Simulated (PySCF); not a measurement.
# [SiF3]− (SMILES F[Si-](F)F): CCSD(T)/STO-6G

Aim: the vertical ionisation energy of [SiF3]− at CCSD(T)/STO-6G, from 2 runs. 

Program for the calculation: PySCF 2.14.0.

7 further runs of the same task are left out: 7 set aside as unsound or not needed.

### 1 The structure to begin with

The species is [SiF3]− (4 atoms), meant as a singlet with charge -1. SMILES: `F[Si-](F)F`. The coordinates come from a GFN2-xTB relaxation.

Bond lengths: Si1–F2 1.693 Å, Si1–F3 1.696 Å, Si1–F4 1.697 Å. Angles: F2–Si1–F3 93.7°, F2–Si1–F4 93.6°, F3–Si1–F4 93.7°.

### 2 The energy at CCSD(T)/STO-6G

Input file input.py:

```python
from pyscf import gto, cc

mol = gto.M(
    atom='Si -0.004470 0.005770 0.685050; F 1.428310 -0.030960 -0.216950; F -0.687310 1.250250 -0.242810; F -0.736530 -1.225060 -0.225300',
    basis='sto-6g',
    charge=-1,
    verbose=3,
    max_memory=1860,
    spin=0,
)

myscf = mol.RHF()
myscf.conv_tol = 1e-10
myscf.kernel()
if not myscf.converged:
    myscf = myscf.newton().run(myscf.mo_coeff, myscf.mo_occ)

mycc = cc.CCSD(myscf, frozen=8)
mycc.kernel()
e_t = mycc.ccsd_t()
etot = mycc.e_tot + e_t
print('E = %.10f Eh' % etot)
```

The run is started by

```sh
OMP_NUM_THREADS=1 python input.py
```

The log of the run:

```text
converged SCF energy = -584.669830073337
E(CCSD) = -584.7428313188191  E_corr = -0.07300124548243341
CCSD(T) correction = -0.00369876118710487
E = -584.7465300800 Eh
```

Run time: 1.2 s. Hardware: 1 thread of Arm Neoverse V1, shared host; peak memory 0.12 GiB.

### 3 Doublet neutral SiF3

Input file input.xyz:

```xyz
4

Si    -0.004470     0.005770     0.685050
F      1.428310    -0.030960    -0.216950
F     -0.687310     1.250250    -0.242810
F     -0.736530    -1.225060    -0.225300
```

Input file run.py:

```python
from pyscf import gto, cc

mol = gto.Mole()
mol.atom = 'input.xyz'
mol.max_memory = 1860
mol.spin = 1
mol.basis = 'sto-6g'
mol.verbose = 4
mol.build()

mf = mol.UHF()
mf.conv_tol = 1e-10
mf.kernel()
if not mf.converged:
    mf = mf.newton().run(mf.mo_coeff, mf.mo_occ)

mycc = cc.CCSD(mf, frozen=8)
mycc.kernel()
e_t = mycc.ccsd_t()
e_final = mycc.e_tot + e_t
print(f'total energy: {e_final:.8f} hartree')
```

The run is started by

```sh
OMP_NUM_THREADS=1 python run.py
```

The log of the run:

```text
PySCF version 2.14.0

[INPUT] num. atoms = 4
[INPUT] num. electrons = 41
[INPUT] charge = 0
[INPUT] spin (= nelec alpha-beta = 2S) = 1
[INPUT] symmetry False subgroup None
[INPUT] Mole.unit = angstrom
[INPUT] Symbol           X                Y                Z      unit          X                Y                Z       unit  Magmom
[INPUT]  1 Si    -0.004470000000   0.005770000000   0.685050000000 AA   -0.008447075777   0.010903719739   1.294556881633 Bohr   0.0
[INPUT]  2 F      1.428310000000  -0.030960000000  -0.216950000000 AA    2.699114720978  -0.058505920817  -0.409976082724 Bohr   0.0
[INPUT]  3 F     -0.687310000000   1.250250000000  -0.242810000000 AA   -1.298827662675   2.362630087237  -0.458844400306 Bohr   0.0
[INPUT]  4 F     -0.736530000000  -1.225060000000  -0.225300000000 AA   -1.391839982526  -2.315027886160  -0.425755295865 Bohr   0.0

nuclear repulsion = 169.961164030421
number of shells = 14
number of NR pGTOs = 144
number of NR cGTOs = 24
basis = sto-6g
ecp = {}

******** <class 'pyscf.scf.uhf.UHF'> ********
method = UHF
initial guess = minao
damping factor = 0
level_shift factor = 0
DIIS = <class 'pyscf.scf.diis.CDIIS'>
diis_start_cycle = 1
diis_space = 8
diis_damp = 0
SCF conv_tol = 1e-10
SCF conv_tol_grad = None
SCF max_cycles = 50
direct_scf = True
direct_scf_tol = 1e-13
number electrons alpha = 21  beta = 20
Set gradient conv threshold to 1e-05
init E= -584.385789058875
[... the frontier-level lines of each cycle are left out ...]

[... 56 lines left out ...]
cycle= 15 E= -584.762987907322  delta_E= -4.77e-12  |g|= 1.98e-07  |ddm|= 9.5e-06
Extra cycle  E= -584.762987907323  delta_E= -2.27e-13  |g|= 1.2e-07  |ddm|= 4.25e-07
converged SCF energy = -584.762987907323  <S^2> = 0.77538624  2S+1 = 2.0252271

******** <class 'pyscf.cc.uccsd.UCCSD'> ********
CC2 = 0
CCSD nocc = (np.int64(13), np.int64(12)), nmo = (16, 16)
frozen orbitals 8
max_cycle = 50
direct = 0
conv_tol = 1e-07
conv_tol_normt = 1e-06
diis_space = 6
diis_start_cycle = 0
diis_start_energy_diff = 1e+09
Init t2, MP2 energy = -0.0790047973916239
Init E_corr(UCCSD) = -0.0790047973916414
cycle = 1  E_corr(UCCSD) = -0.0880775103986456  dE = -0.00907271301  norm(t1,t2) = 0.0996872
cycle = 2  E_corr(UCCSD) = -0.0969922938244521  dE = -0.00891478343  norm(t1,t2) = 0.035589
cycle = 3  E_corr(UCCSD) = -0.0983592968136706  dE = -0.00136700299  norm(t1,t2) = 0.0220631
cycle = 4  E_corr(UCCSD) = -0.100957691768812  dE = -0.00259839496  norm(t1,t2) = 0.0112747
cycle = 5  E_corr(UCCSD) = -0.100810248894055  dE = 0.000147442875  norm(t1,t2) = 0.00496572
cycle = 6  E_corr(UCCSD) = -0.10084573825807  dE = -3.5489364e-05  norm(t1,t2) = 0.00155433
cycle = 7  E_corr(UCCSD) = -0.100864415147008  dE = -1.86768889e-05  norm(t1,t2) = 0.000782673
cycle = 8  E_corr(UCCSD) = -0.100843604108934  dE = 2.08110381e-05  norm(t1,t2) = 0.000215664
cycle = 9  E_corr(UCCSD) = -0.100842583311662  dE = 1.02079727e-06  norm(t1,t2) = 9.65552e-05
cycle = 10  E_corr(UCCSD) = -0.100841345211622  dE = 1.23810004e-06  norm(t1,t2) = 3.60296e-05
cycle = 11  E_corr(UCCSD) = -0.100841670132634  dE = -3.24921012e-07  norm(t1,t2) = 1.28296e-05
cycle = 12  E_corr(UCCSD) = -0.100841961240764  dE = -2.9110813e-07  norm(t1,t2) = 6.284e-06
cycle = 13  E_corr(UCCSD) = -0.100841778499862  dE = 1.82740902e-07  norm(t1,t2) = 3.54797e-06
cycle = 14  E_corr(UCCSD) = -0.10084174852321  dE = 2.99766518e-08  norm(t1,t2) = 2.07347e-06
cycle = 15  E_corr(UCCSD) = -0.1008417418501  dE = 6.67311056e-09  norm(t1,t2) = 1.28013e-06
cycle = 16  E_corr(UCCSD) = -0.100841757461239  dE = -1.56111392e-08  norm(t1,t2) = 7.75423e-07
UCCSD converged
E(UCCSD) = -584.8638296647839  E_corr = -0.1008417574612389
UCCSD(T) correction = -0.0077768119958804
total energy: -584.87160648 hartree
```

It took 1.4 s on 1 thread of Arm Neoverse V1, shared host; peak memory 0.12 GiB.

### 4 Summary of results

At CCSD(T)/STO-6G, 8 core orbitals frozen:

| quantity | value |
| --- | --- |
| singlet [SiF3]−: total energy | -584.74653 Eh |
| singlet [SiF3]−: HOMO energy (Hartree–Fock orbitals) | 2.19 eV |
| singlet [SiF3]−: LUMO energy (Hartree–Fock orbitals) | 21.13 eV |
| singlet [SiF3]−: HOMO–LUMO gap (to an unbound level, set by the basis) | 18.94 eV |
| singlet [SiF3]−: correlation energy (8 core orbitals frozen) | -76.7 mEh |
| singlet [SiF3]−: (T) correction | -3.70 mEh |
| singlet [SiF3]−: T1 diagnostic | 0.010 |
| doublet neutral SiF3: total energy | -584.87161 Eh |
| doublet neutral SiF3: dipole moment (Hartree–Fock density) | 3.34 D |
| doublet neutral SiF3: HOMO energy (Hartree–Fock orbitals) (highest over α and β) | -8.80 eV |
| doublet neutral SiF3: LUMO energy (Hartree–Fock orbitals) (lowest over α and β) | 2.92 eV |
| doublet neutral SiF3: correlation energy (8 core orbitals frozen) | -108.6 mEh |
| doublet neutral SiF3: (T) correction | -7.78 mEh |
| doublet neutral SiF3: ⟨S²⟩ of the reference determinant | 0.775 |
| doublet neutral SiF3: T1 diagnostic | 0.021 |
| vertical detachment energy (to the doublet neutral) | -3.404 eV |

In words: The species is unbound against losing an electron at this level, by 3.40 eV (−78 kcal/mol); missing correlation or diffuse functions can give that sign where the real anion is bound. In a minimal basis such a difference can be off by several eV, whatever the method. The triples (singlet [SiF3]−) make up 4.8 % of the correlation energy. The HOMO (singlet [SiF3]−) lies at positive energy, 2.19 eV: the electron is unbound at this level or held by a compact basis; values depend on the basis. The triples (doublet neutral SiF3) make up 7.2 % of the correlation energy.
